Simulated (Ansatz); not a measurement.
# K: a line through an energy map

One table from this session's results is given with a row withheld; the runs are named, their logs left out.

Method: DFT r2SCAN, scalar-relativistic, plane waves, PAW, in Ansatz 0.2.0.

27 further runs of the same task are left out: 27 set aside as unsound or not needed.

## Starting point

The structure is cubic, space group Pm-3m (No. 221). The conventional cell has a = 4.310 Å, b = 4.310 Å, c = 4.310 Å, α = 90.00°, β = 90.00°, γ = 90.00°. K (site symmetry m-3m) has 6 K at 4.31 Å as nearest neighbours.

Coordinates:

```
K
1.0
     4.31044    0.00000    0.00000
     0.00000    4.31044    0.00000
     0.00000    0.00000    4.31044
K
1
Direct
  0.00000 0.00000 0.00000
```

It goes back to an entry of the Materials Project, which need not be the stable form.

It is the result of an earlier relaxation at this level (volume 80.09 Å³/atom; gap on the mesh: none (metal)).

## Plan of the line

The energy is mapped over volume and the cell's shape.

First coordinate, volume per atom: 7 values from 67.3 to 92.9 Å³. Second coordinate, c/a of the conventional cell: 9 values from 0.659 to 1.518.

Nothing else is relaxed (symmetry fixes all fractional coordinates). Energies count from the relaxed crystal. Points are written as (first, second).

The first run:

Contents of input.yaml:

```yaml
crystal:
  lattice:
    - [3.9281281528, 0.0, 0.0]
    - [0.0, 3.9281281528, 0.0]
    - [0.0, 0.0, 4.3598294368]
  atoms:
    - { symbol: K, position: [0.0, 0.0, 0.0] }
basis:
  ecutwfc: 500
kpoints:
  mp_grid: { grid: [12, 12, 12] }
hamiltonian:
  xc: r2scan
scf:
  occupations: { method: gaussian, width: 0.15 }
output:
  forces: true
  stress: true
  eigenvalues: true
```

Run with:

```sh
ansatz run input.yaml --threads 1 --pin off --max-ram 2048MiB --backend cpu --events-out ev --progress --plain --runs-dir out
```

Among the steps run: The run at (67.3 Å³, 1.110); The run at (71.5 Å³, 1.110); Point (75.8 Å³, 1.110); Grid point (80.1 Å³, 1.110); Point (84.4 Å³, 1.110); Point (88.6 Å³, 1.110).

One table of the session follows, with a row left open; its other results are not shown here.

| volume per atom (Å³) | energy (meV/atom) | slope (meV/atom per Å³) | pressure (GPa) |
| --- | --- | --- | --- |
| 67.3 | 43 | −4.3 | 0.68 |
| 71.5 | ? | ? | ? |
| 75.8 | 20 | −1.2 | 0.19 |
| 80.1 | 17 | −0.2 | 0.03 |
| 84.4 | 19 | 0.6 | −0.10 |
| 88.6 | 23 | 1.3 | −0.20 |
| 92.9 | 29 | 1.8 | −0.28 |

Estimate the missing values for volume per atom (Å³) = 71.5.

Worked estimate for «energy (meV/atom)». A straight line through the neighbours (67.3, 43) and (75.8, 20) gives 43 + (20 − 43) × (71.5 − 67.3) / (75.8 − 67.3) = 32; a parabola fitted to 3 rows on both sides gives 29.

The run gave: energy (meV/atom): 28; slope (meV/atom per Å³): −2.5; pressure (GPa): 0.41. In «energy (meV/atom)» the line misses by +4 and the parabola by +1.

Energies count from the relaxed crystal. Rows without a step come from runs not printed here or follow by symmetry. Slopes come from the forces (and the stress, where the cell changes), not from differences of energies.

The lowest point of the line is at 80.1 Å³, 17 meV/atom from the zero. Energies and slopes round the minimum, fitted together, put the minimum at 80.96 Å³, with a curvature of about 0.2 meV/atom per (Å³)². V·d²E/dV² there is about 2.6 GPa, a bulk modulus under this line's constraint. The highest point computed, at 67.3 Å³, lies 25 meV/atom above the lowest. This is one cut through a surface in two coordinates; the map's lowest point lies off it.
